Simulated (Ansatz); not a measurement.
# Sr2Mg: one candidate of a structure search

Aim: relax a trial structure of Sr2Mg and see where it ends, then test the end with a random kick.

Computed with Ansatz 0.2.0 (DFT PBE, scalar-relativistic, plane waves, PAW, unless a step's input says otherwise).

## Step 1: Starting point

Symmetry: P4/mmm, No. 123, tetragonal system. The conventional cell has a = 5.466 Å, b = 5.466 Å, c = 14.000 Å, α = 90.00°, β = 90.00°, γ = 90.00°. Sr (site symmetry mmm) has 2 Mg at 2.73 Å as nearest neighbours. Around Mg (site symmetry 4/mmm) lie 4 Sr at 2.73 Å.

As a file:

```
CELL_PARAMETERS angstrom
5.46596 0.00000 0.00000
0.00000 5.46596 0.00000
0.00000 0.00000 14.00000
ATOMIC_POSITIONS crystal
Sr 0.50000 0.00000 0.50000
Sr 0.00000 0.50000 0.50000
Mg 0.00000 0.00000 0.50000
```

The cell is invented: random sheet by layer group and Wyckoff sites. Its size is a rough estimate.

Only a and b are periodic; c spans vacuum, so the box's volume, pressure and space group aren't properties of the sheet.

## Step 2: A first look at the guess

input.yaml

```yaml
crystal:
  lattice:
    - [5.465955, 0.0, 0.0]
    - [0.0, 5.465955, 0.0]
    - [0.0, 0.0, 14.0]
  atoms:
    - { symbol: Sr, position: [0.5, 0.0, 0.5] }
    - { symbol: Sr, position: [0.0, 0.5, 0.5] }
    - { symbol: Mg, position: [0.0, 0.0, 0.5] }
  periodic: [true, true, false]
basis:
  ecutwfc: 420
kpoints:
  mp_grid: { grid: [4, 4, 1] }
hamiltonian:
  xc: pbe
scf:
  occupations: { method: gaussian, width: 0.1 }
  lower_state_search: "off"
output:
  forces: true
  stress: true
  eigenvalues: true
```

On the command line:

```console
> ansatz run input.yaml --threads 1 --pin off --max-ram 2048MiB --backend cpu --events-out ev --progress --plain --runs-dir out
```

Further runs follow: rough relaxation on the coarse mesh; final relaxation; reference for the kick test; random kick, then relaxation.

Before running it: what results should come out? Wanted: relaxed cell; area; thickness between outermost nuclei; energy over the elements; gap on the mesh.

As calculated:

```
                              quantity                                value
symmetry at the end (tolerance 0.05 Å)          layer group p4/mmm (No. 61)
                          relaxed cell  a = 6.808 Å, b = 6.808 Å, γ = 90.0°
                                  area                        15.45 Å²/atom
    thickness between outermost nuclei                               0.00 Å
              energy over the elements                        +0.87 eV/atom
                       gap on the mesh                         none (metal)
```

**Reading.** The layer group p4/mmm (No. 61) is kept, and the area per atom grows by 55.1 % from the first guess. The formation energy is positive, so the separate elements lie lower. No finished test with a distortion of lower symmetry is shown, so the end may be a saddle point.
